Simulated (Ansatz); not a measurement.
Set up this calculation in Ansatz 0.2.0, as the native input.

* Task: band structure
* Functional: r2SCAN
* Potentials or basis: Ansatz PAW
* Cutoff: 500 eV (not typed: the program's choice for these potentials)
* k mesh: 5 × 5 × 5
* Occupations: fermi-dirac, width 0.05 eV
* Spin: spin-orbit coupling, no magnetisation
* Path: [["G", "X", "W", "K", "G", "L", "U", "W", "L", "K"], ["U", "X"]]
* Points for each segment of the path: 14

The system is SbW2.

```xyz
3
Lattice="0.0000 3.1330 3.1330 3.1330 0.0000 3.1330 3.1330 3.1330 0.0000" Properties=species:S:1:pos:R:3 pbc="T T T"
Sb    3.1330    3.1330    3.1330
W     1.5665    1.5665    1.5665
W     4.6995    4.6995    4.6995
```

The cell was built by a generator and needn't be a form met in nature.

One way to write it, as run:

input.yaml

```yaml
crystal:
  lattice:
    - [0.0, 3.13301, 3.13301]
    - [3.13301, 0.0, 3.13301]
    - [3.13301, 3.13301, 0.0]
  atoms:
    - { symbol: Sb, position: [0.5, 0.5, 0.5] }
    - { symbol: W, position: [0.25, 0.25, 0.25] }
    - { symbol: W, position: [0.75, 0.75, 0.75] }
hamiltonian:
  xc: r2scan
  pseudopotentials: { kind: paw_fr }
magnetization:
  noncollinear: true
  spin_orbit: true
kpoints:
  mp_grid: { grid: [5, 5, 5] }
  band_path:
    path:
      - [[0.0, 0.0, 0.0], [0.5, 0.0, 0.5], [0.5, 0.25, 0.75], [0.375, 0.375, 0.75], [0.0, 0.0, 0.0], [0.5, 0.5, 0.5], [0.625, 0.25, 0.625], [0.5, 0.25, 0.75], [0.5, 0.5, 0.5], [0.375, 0.375, 0.75]]
      - [[0.625, 0.25, 0.625], [0.5, 0.0, 0.5]]
    npoints: 14
scf:
  occupations: { method: fermi_dirac, width: 0.05 }
  n_extra_bands: 7
output:
  forces: true
  stress: true
  eigenvalues: true
  fatbands: true
  write_density: true
  write_potential: true
  elf: true
  volumetric_format: npy
```

Potentials or basis: Ansatz PAW.

Launch:

```sh
$ ansatz run input.yaml --threads 2 --pin off --max-ram 5632MiB --backend cpu --events-out ev --progress --plain --runs-dir out
```

Results of the run:

```json
{
  "Pressure": "-2.6 GPa",
  "Band gap on the k mesh": "none (metal or under the smearing width)"
}
```

Caveat: the PAW data sets come from PBE, with cores solved anew for the run's functional, which leaves a small shift of forces and pressure.

Wall time 110 s on 2 threads of Arm Neoverse V2, on a shared host, peak memory 0.95 GiB.
